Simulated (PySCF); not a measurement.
# [ReF6]+: other functionals and bases at one geometry

One table from this session's results is given with a row withheld; the runs are named, their logs left out.

Method: several levels, as the steps say, no spin–orbit coupling; program: PySCF 2.14.0.

3 further runs of the same task are left out: 2 for a known fault of the program, 1 that didn't finish.

## The starting structure

7 atoms, charge 1, spin multiplicity 1.

Bond lengths: Re1–F2 1.817 Å, Re1–F3 1.817 Å, Re1–F4 1.817 Å, Re1–F5 1.817 Å, Re1–F6 1.817 Å, Re1–F7 1.817 Å. Angles: F2–Re1–F3 180.0°, F2–Re1–F4 90.0°, F2–Re1–F5 90.0°, F2–Re1–F6 90.0°, F2–Re1–F7 90.0°, F3–Re1–F4 90.0°, F3–Re1–F5 90.0°, F3–Re1–F6 90.0°, F3–Re1–F7 90.0°, F4–Re1–F5 90.0°, F4–Re1–F6 180.0°, F4–Re1–F7 90.0°, F5–Re1–F6 90.0°, F5–Re1–F7 180.0°, F6–Re1–F7 90.0°.

As a file:

```xyz
7
F6Re
Re    0.00000    0.00000    0.00000
F     0.00000    0.00000    1.81749
F     0.00000    0.00000   -1.81749
F     1.81749    0.00000    0.00000
F     0.00000    1.81749    0.00000
F    -1.81749    0.00000    0.00000
F     0.00000   -1.81749    0.00000
```

Formal oxidation states: Re +7. An earlier session relaxed this geometry at TPSS, Re def2-SVP with ECP60, F def2-SVP (singlet, point group Oh).

At TPSS on the finer grid: E = -676.722077 Eh, HOMO -17.71 eV, LUMO -13.68 eV, Mulliken charge on Re1 +1.80 e, largest force component 0.015 eV/Å. 

Levels to run: M06-L; wB97X; HF; B3LYP; TPSS, TZVP; TPSS, x2c-SVP. Hardware: 2 threads of Arm Neoverse V1, shared host.

Set-up of the first run:

The input, run.py (the lines that set the calculation):

```python
mol = gto.M(atom='''
Re     0.00000     0.00000     0.00000
F      0.00000     0.00000     1.81749
F      0.00000     0.00000    -1.81749
F      1.81749     0.00000     0.00000
F      0.00000     1.81749     0.00000
F     -1.81749     0.00000     0.00000
F      0.00000    -1.81749     0.00000''',
    basis={'Re': 'def2-SVP', 'F': 'def2-SVP'},
    ecp={'Re': 'def2-SVP'},
    charge=1, spin=0)
mf = dft.RKS(mol, xc='M06L')
mf.grids.atom_grid = (75, 302)
mf = mf.density_fit()  # fitting sets: Re def2-universal-JKFIT, F def2-universal-JKFIT
mf.conv_tol = 1e-08; mf.max_cycle = 55
mf.kernel(dm0)  # dm0: the density of the relaxed state
```

On the command line:

```bash
$ OMP_NUM_THREADS=2 python run.py
```

Among the steps run: M06-L; wB97X; HF; B3LYP; TPSS, TZVP; TPSS, x2c-SVP.

One of the session's tables, all rows but one given; the rest of the session is left out.

```
              level  HOMO (eV)  gap (eV)  charge on Re1 (e)  largest force component (eV/Å)
TPSS (relaxed here)     -17.71      4.03               1.80                            0.02
              M06-L     -18.28      4.16               2.16                            0.17
              wB97X     -22.29     10.85               2.02                            1.18
                 HF     -25.58     14.07               2.83                            2.89
              B3LYP     -19.38      5.76               1.92                            0.52
         TPSS, TZVP          ?         ?                  ?                               ?
      TPSS, x2c-SVP     -17.84      3.76               1.47                            0.54
```

Q: Estimate the row for TPSS, TZVP from the others.

As computed: HOMO (eV): -17.58; gap (eV): 4.11; charge on Re1 (e): 1.64; largest force component (eV/Å): 0.30. In the column «HOMO (eV)» it is the highest.

In one basis the HOMO–LUMO gap runs from 4.03 eV (TPSS) to 14.07 eV (HF). The largest leftover force, 2.89 eV/Å with HF, stands at a geometry relaxed at another level. Total energies of different levels can't be compared.
